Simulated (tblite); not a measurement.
# C4H12O3Si2: the cost of one run

The runs use tblite 0.8.0 and PySCF 2.14.0, with density-fitted response routines of our own; the level of theory stands in each step. All values are computed, except where a source is named. Atoms count from 0, in the outputs and in this text.

**1. The starting structure**

21 atoms, charge 0, multiplicity 1; geometry from: force field or distance geometry start.

Bonds of the start (Å): C0–O1 1.42, O1–C2 1.43, C2–Si3 1.86, Si3–Si4 2.31, Si4–O5 1.67, O5–C6 1.35, C6–C7 1.50, C6–O8 1.23, C0–H9 1.10, C0–H10 1.09, C0–H11 1.09, C2–H12 1.08, C2–H13 1.10, Si3–H14 1.49, Si3–H15 1.50, Si4–H16 1.48, Si4–H17 1.48, C7–H18 1.10, C7–H19 1.09, C7–H20 1.09.

**2. Optimising the geometry with GFN2-xTB**

What the job is given:

```
{"job": {"kind": "relax", "xc": "GFN2-xTB", "basis": "xTB"}, "charge": 0, "multiplicity": 1}
C      2.323500     1.468300    -1.353300
O      1.966000     0.613200    -0.283900
C      1.470800    -0.653800    -0.737500
Si     1.023600    -1.893800     0.572300
Si    -0.479200    -0.935100     2.048700
O     -1.433700     0.239600     1.353700
C     -2.131600     0.080300     0.206600
C     -2.902200     1.327800    -0.091300
O     -2.130800    -0.924200    -0.495800
H      1.429900     1.686300    -1.960200
H      3.098200     1.019900    -1.968000
H      2.686300     2.406400    -0.933800
H      2.209800    -1.104500    -1.384400
H      0.575600    -0.457400    -1.353000
H      0.445300    -3.111600    -0.054300
H      2.243600    -2.347300     1.323900
H     -1.352800    -1.964700     2.657300
H      0.259700    -0.314200     3.170900
H     -3.510400     1.166800    -0.989200
H     -3.576800     1.556000     0.739800
H     -2.223600     2.159100    -0.272000
```

Launch:

```bash
$ OMP_NUM_THREADS=1 python probes_run.py task.json out
```

This one command runs all jobs of the session in turn.

**Question.** How long does this first job take on 1 thread of Arm Neoverse N1, shared host, and how much memory does it need?

About 2.2 s, with a peak of 0.18 GiB.
